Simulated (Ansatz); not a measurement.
# TiCH2+ (quartet): geometry optimisation

Aim: relax a generated start of TiCH2+ (quartet) and see which bonds hold.

The runs use Ansatz 0.2.0, Gaussian basis; UKS PBE0/def2-TZVP.

## 1. The system as given

4 atoms, charge 1, spin multiplicity 4.

Atoms are counted from 1 here; the program's logs count them from 0.

Bond lengths: Ti1–C2 2.535 Å, C2–H3 1.085 Å, C2–H4 1.085 Å. Angles: Ti1–C2–H3 117.1°, Ti1–C2–H4 117.1°, H3–C2–H4 125.8°.

Geometry (Å):

```xyz
4
charge 1, multiplicity 4
Ti   -0.5906   -0.0004   -0.0016
C     1.9447    0.0012    0.0052
H     2.4378    0.9670    0.0038
H     2.4390   -0.9641    0.0093
```

The start was built by rule and, where that kept it together, relaxed with GFN2-xTB. Sticks and bond lists go by distance. 

## 2. The run

Contents of in.yaml:

```yaml
crystal:
  periodic: [false, false, false]
  atoms:
    - {symbol: Ti, position_ang: [-0.590641, -0.000354, -0.001590]}
    - {symbol: C, position_ang: [1.944654, 0.001165, 0.005235]}
    - {symbol: H, position_ang: [2.437849, 0.967040, 0.003811]}
    - {symbol: H, position_ang: [2.438991, -0.964118, 0.009317]}
basis:
  gaussian: {orbitals: def2-TZVP}
total_charge: 1
magnetization: {spin_polarized: true, initial_magnetization: 3}
hamiltonian: {xc: pbe0}
relax: {f_tol: 0.004, max_steps: 80}
```

Command:

```console
ansatz run in.yaml --threads 1 --pin off --events-out ev --progress --plain --max-ram 2176MiB
```

What does the calculation give? Wanted: energy gained; shift from the start; total energy; ⟨S²⟩.

As calculated:

| quantity | value |
| --- | --- |
| steps | 6 |
| energy gained | 1.120 eV |
| shift from the start (rms) | 0.194 Å |
| total energy | -24167.6291 eV |
| ⟨S²⟩ | 3.754 |

**Reading.** The bonds of the start are those of the end. Ti1–C2 went from 2.535 to 2.031 Å. No vibrations were run, so this is a stationary point, not a proven minimum, and this spin need not be the ground state's.
